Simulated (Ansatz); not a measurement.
A nudged elastic band was laid between two geometries of a periodic cell of 22 atoms, H5C16F (surface C(111), underside capped with H, adsorbate HF).

The calculation used Ansatz 0.2.0, DFT PBE-D3(BJ), scalar-relativistic, plane waves, PAW. Settings: PAW set soft_1, cutoff 420 eV, k mesh 3x3x1, gaussian smearing 0.05 eV, no spin polarisation.

| Property | Result |
| --- | --- |
| movable images | 5 |
| climbing image | yes |
| spring | 5.0 eV/Å² |
| optimiser | lbfgs |
| start path | IDPP |
| force threshold | 0.05 eV/Å |
| iteration limit | 29 |
| end points | relaxed |
| atoms held | 1 to 12 |

First end point:

```xyz
22
Lattice="5.0487 0.0000 0.0000 2.5244 4.3723 0.0000 0.0000 0.0000 16.6764" Properties=species:S:1:pos:R:3
H 1.262 0.729 1.000
H 3.787 0.729 1.000
H 2.524 2.915 1.000
H 5.049 2.915 1.000
C 1.262 0.729 2.100
C 3.787 0.729 2.100
C 2.524 2.915 2.100
C 5.049 2.915 2.100
C 0.000 1.457 2.615
C 2.524 1.457 2.615
C 1.262 3.644 2.615
C 3.787 3.644 2.615
C 0.011 1.464 4.274
C 2.517 1.459 4.260
C 1.260 3.636 4.262
C 3.790 3.646 4.285
C -0.002 0.002 4.509
C 2.528 0.002 4.545
C 1.264 2.187 4.686
C 3.787 2.184 4.506
F 2.301 2.718 6.979
H 1.694 2.406 6.224
```

Last end point:

```xyz
22
Lattice="5.0487 0.0000 0.0000 2.5244 4.3723 0.0000 0.0000 0.0000 16.6764" Properties=species:S:1:pos:R:3
H 1.262 0.729 1.000
H 3.787 0.729 1.000
H 2.524 2.915 1.000
H 5.049 2.915 1.000
C 1.262 0.729 2.100
C 3.787 0.729 2.100
C 2.524 2.915 2.100
C 5.049 2.915 2.100
C 0.000 1.457 2.615
C 2.524 1.457 2.615
C 1.262 3.644 2.615
C 3.787 3.644 2.615
C 0.004 1.421 4.180
C 2.520 1.421 4.180
C 1.262 3.626 4.268
C 3.787 3.623 4.222
C 0.000 -0.036 4.533
C 2.524 -0.036 4.533
C 1.262 2.145 4.700
C 3.787 2.142 4.672
F 3.787 2.107 6.077
H 1.262 2.111 5.796
```

Question: Which bonds break or form, and what moves?

Answer: Contacts made: C19–H22, C20–F21. The atom that moves furthest is F21, by 1.84 Å.

Question: What energy profile does the band end with?

Answer: The forces met the threshold. The highest image is number 1 of 0 to 6, 0.021 eV above the first end and 3.343 eV above the last; the last end lies 3.321 eV below the first. By the program's own check the climbing image is of a kind that is not told: the force calls were inconclusive, a negative curvature could not be distinguished from the path's own, the only one lies far off the path, or fixed occupations may fill a level only in part (lowest curvatures found: -2.76 and 0.05 eV/Å²). Limits of this set-up: thin slab, slab without dipole correction.

```json
{"image": "0", "path coordinate (Å)": "0.00", "energy (eV)": "0.000", "C19–H22 (Å)": "1.61", "C20–F21 (Å)": "2.93"}
{"image": "1", "path coordinate (Å)": "0.36", "energy (eV)": "0.021", "C19–H22 (Å)": "1.43", "C20–F21 (Å)": "2.68"}
{"image": "2", "path coordinate (Å)": "0.73", "energy (eV)": "-0.321", "C19–H22 (Å)": "1.17", "C20–F21 (Å)": "2.44"}
{"image": "3", "path coordinate (Å)": "1.09", "energy (eV)": "-0.975", "C19–H22 (Å)": "1.11", "C20–F21 (Å)": "2.09"}
{"image": "4", "path coordinate (Å)": "1.46", "energy (eV)": "-2.108", "C19–H22 (Å)": "1.10", "C20–F21 (Å)": "1.68"}
{"image": "5", "path coordinate (Å)": "1.82", "energy (eV)": "-3.083", "C19–H22 (Å)": "1.10", "C20–F21 (Å)": "1.44"}
{"image": "6", "path coordinate (Å)": "2.19", "energy (eV)": "-3.321", "C19–H22 (Å)": "1.10", "C20–F21 (Å)": "1.40"}
```

Question: What is the geometry of the highest image?

Answer: 
```xyz
22
Lattice="5.0487 0.0000 0.0000 2.5244 4.3723 0.0000 0.0000 0.0000 16.6764" Properties=species:S:1:pos:R:3
H 1.262 0.729 1.000
H 3.787 0.729 1.000
H 2.524 2.915 1.000
H 5.049 2.915 1.000
C 1.262 0.729 2.100
C 3.787 0.729 2.100
C 2.524 2.915 2.100
C 5.049 2.915 2.100
C 0.000 1.457 2.615
C 2.524 1.457 2.615
C 1.262 3.644 2.615
C 3.787 3.644 2.615
C 0.014 1.463 4.278
C 2.520 1.456 4.232
C 1.263 3.638 4.259
C 3.792 3.646 4.283
C 0.000 0.001 4.516
C 2.532 0.002 4.546
C 1.271 2.186 4.702
C 3.787 2.183 4.507
F 2.486 2.539 6.818
H 1.717 2.311 6.052
```

The run took 16 min on 1 thread of Arm Neoverse V2, with other jobs on the host, peak memory 0.81 GiB.
